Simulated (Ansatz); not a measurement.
# Mg12Cu: the cost of one run

Method: DFT PBE, plane waves, PAW, scalar-relativistic, no spin polarisation, in Ansatz 0.2.0.

### Step 1. The system as given

The cell holds 13 atoms (CuMg12): a = 6.420 Å, b = 9.630 Å, c = 5.213 Å, α = 90.00°, β = 90.00°, γ = 120.00°.

Coordinates:

```cif
data_structure
_symmetry_space_group_name_H-M 'P 1'
_symmetry_Int_Tables_number 1
_cell_length_a 6.4200
_cell_length_b 9.6300
_cell_length_c 5.2130
_cell_angle_alpha 90.000
_cell_angle_beta 90.000
_cell_angle_gamma 120.000
_cell_volume 279.11
loop_
_atom_site_label
_atom_site_type_symbol
_atom_site_fract_x
_atom_site_fract_y
_atom_site_fract_z
_atom_site_occupancy
Mg1 Mg 0.00000 0.00000 0.00000 1
Mg2 Mg 0.16667 0.22222 0.50000 1
Mg3 Mg 0.00000 0.33333 0.00000 1
Mg4 Mg 0.16667 0.55556 0.50000 1
Mg5 Mg 0.00000 0.66667 0.00000 1
Mg6 Mg 0.16667 0.88889 0.50000 1
Mg7 Mg 0.50000 0.00000 0.00000 1
Mg8 Mg 0.66667 0.22222 0.50000 1
Mg9 Mg 0.50000 0.33333 0.00000 1
Mg10 Mg 0.66667 0.55556 0.50000 1
Mg11 Mg 0.50000 0.66667 0.00000 1
Mg12 Mg 0.66667 0.88889 0.50000 1
Cu1 Cu 0.33462 0.78151 0.26345 1
```

### Step 2. Relaxing end A

Input file input.yaml:

```yaml
crystal:
  lattice:
    - [6.42, 0.0, 0.0]
    - [-4.815, 8.339825, 0.0]
    - [0.0, 0.0, 5.21304]
  atoms:
    - { symbol: Mg, position: [0.0, 0.0, 0.0] }
    - { symbol: Mg, position: [0.1666667, 0.2222222, 0.5] }
    - { symbol: Mg, position: [0.0, 0.3333333, 0.0] }
    - { symbol: Mg, position: [0.1666667, 0.5555556, 0.5] }
    - { symbol: Mg, position: [0.0, 0.6666667, 0.0] }
    - { symbol: Mg, position: [0.1666667, 0.8888889, 0.5] }
    - { symbol: Mg, position: [0.5, 0.0, 0.0] }
    - { symbol: Mg, position: [0.6666667, 0.2222222, 0.5] }
    - { symbol: Mg, position: [0.5, 0.3333333, 0.0] }
    - { symbol: Mg, position: [0.6666667, 0.5555556, 0.5] }
    - { symbol: Mg, position: [0.5, 0.6666667, 0.0] }
    - { symbol: Mg, position: [0.6666667, 0.8888889, 0.5] }
    - { symbol: Cu, position: [0.3346185, 0.781512, 0.2634497] }
basis:
  ecutwfc: 420.0
kpoints:
  mp_grid: { grid: [4, 3, 4] }
hamiltonian:
  xc: pbe
scf:
  occupations: { method: fermi_dirac, width: 0.05 }
  lower_state_search: "off"
relax:
  f_tol: 0.03
  max_steps: 60
  adjacent_minimum: "off"
output:
  write_density: true
  write_potential: true
  elf: true
  volumetric_format: npy
```

On the command line:

```console
$ ansatz run input.yaml --threads 4 --pin off --max-ram 10240MiB --backend cpu --events-out ev --progress --plain --runs-dir out
```

**Question.** How long does this run take on 4 threads of Intel Xeon Platinum 8488C (Sapphire Rapids), shared host, and how much memory does it need?

About 42 s, with a peak of 1.2 GiB.
